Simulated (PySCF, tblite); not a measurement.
# C₇H₁₃NOSi: geometry, infrared bands and NMR shifts

What infrared bands and NMR shifts should C₇H₁₃NOSi (`C[C@@H]([SiH3])[C@](C)(C=O)CC#N`) show?

Computed with tblite 0.8.0 and PySCF 2.14.0, with density-fitted response routines of our own, on a single molecule in the gas phase. Atoms count from 0, in the outputs and in this text.

### Step 1. Starting geometry

23 atoms, charge 0, multiplicity 1; geometry from: force field or distance geometry start.

Bonds of the start (Å): C0–C1 1.50, C1–Si2 1.86, C1–C3 1.50, C3–C4 1.51, C3–C5 1.51, C5–O6 1.22, C3–C7 1.51, C7–C8 1.47, C8–N9 1.16, C0–H10 1.10, C0–H11 1.13, C0–H12 1.13, C1–H13 1.14, Si2–H14 1.45, Si2–H15 1.44, Si2–H16 1.50, C4–H17 1.13, C4–H18 1.11, C4–H19 1.10, C5–H20 1.09, C7–H21 1.10, C7–H22 1.11.

### Step 2. Relaxing the molecule with GFN2-xTB

Job settings and geometry (Å):

```
{"job": {"kind": "relax", "xc": "GFN2-xTB", "basis": "xTB"}, "charge": 0, "multiplicity": 1}
C     -1.667100     0.688100     0.754700
C     -0.694700    -0.349600     0.291900
Si    -1.505400    -1.423500    -0.989700
C      0.644800     0.181100    -0.114600
C      0.577500     1.162800    -1.265000
C      1.515200    -0.934100    -0.650900
O      1.116400    -2.081400    -0.716300
C      1.336700     0.823800     1.058000
C      1.493500    -0.211500     2.089900
N      1.592400    -1.012600     2.917300
H     -1.229800     1.684800     0.901100
H     -2.483200     0.821200    -0.020800
H     -2.171600     0.377600     1.721100
H     -0.508000    -1.028400     1.187900
H     -1.107600    -2.805200    -0.833900
H     -1.279600    -0.849400    -2.294900
H     -2.980300    -1.400000    -0.741800
H      1.590300     1.137300    -1.758900
H      0.374500     2.174200    -0.848800
H     -0.187300     0.849700    -1.985300
H      2.515900    -0.657900    -0.972700
H      0.724100     1.627200     1.494900
H      2.328600     1.252700     0.786800
```

Run with:

```sh
$ OMP_NUM_THREADS=1 python probes_run.py task.json out
```

The driver reads the jobs from task.json and runs them one after another.

**Question.** This job is followed by: GFN2-xTB harmonic vibrations, gas phase; GIAO PBE0/pcSseg-1 NMR shielding, non-relativistic, gas phase. What will the session give for the following? strongest single infrared mode (GFN2-xTB); zero-point energy (GFN2-xTB); ¹³C shifts against TMS (PBE0/pcSseg-1); ¹H shifts against TMS (PBE0/pcSseg-1, means over atoms taken as alike); ²⁹Si shifts against TMS (PBE0/pcSseg-1); ¹⁷O shifts against H2O (PBE0/pcSseg-1); ¹⁵N shifts against NH3 (PBE0/pcSseg-1).

**Answer**, as computed:

| quantity | value |
| --- | --- |
| strongest single infrared mode (GFN2-xTB) | 2165 cm⁻¹, 424 km/mol |
| zero-point energy (GFN2-xTB) | 113.1 kcal/mol |
| ¹³C shifts against TMS (PBE0/pcSseg-1) | 213.6, 122.2, 53.8, 23.8, 18.3, 17.1, 15.4 ppm |
| ¹H shifts against TMS (PBE0/pcSseg-1, means over atoms taken as alike) | 9.68, 4.13, 2.68, 2.33, 1.58, 1.06, 0.97 ppm |
| ²⁹Si shifts against TMS (PBE0/pcSseg-1) | -67.4 ppm |
| ¹⁷O shifts against H2O (PBE0/pcSseg-1) | 655.2 ppm |
| ¹⁵N shifts against NH3 (PBE0/pcSseg-1) | 305.4 ppm |

Relaxing lowered the energy by 0.729 eV in 88 steps; the close pair that moved most is C1–Si2, from 1.858 to 1.929 Å. No mode is imaginary among the 63: a minimum at this level. The strongest single mode, at 2165 cm⁻¹, moves mainly H16. GFN2-xTB is a fitted tight-binding method: band positions and strengths are rough. Its intensities can rank the bands wrongly. C5 (aldehyde carbonyl carbon) lies farthest downfield among carbon, at 213.6 ppm; low-lying n→π* states of the double bond to the heteroatom give a large paramagnetic term (-279 ppm). The most deshielded hydrogen is H20 (hydrogen on an aldehyde carbonyl carbon), at 9.68 ppm: the formyl region, downfield of aromatic protons. At PBE0/pcSseg-1: Shielding is most anisotropic at O6 (span 1197 ppm, paramagnetic term -724 ppm).
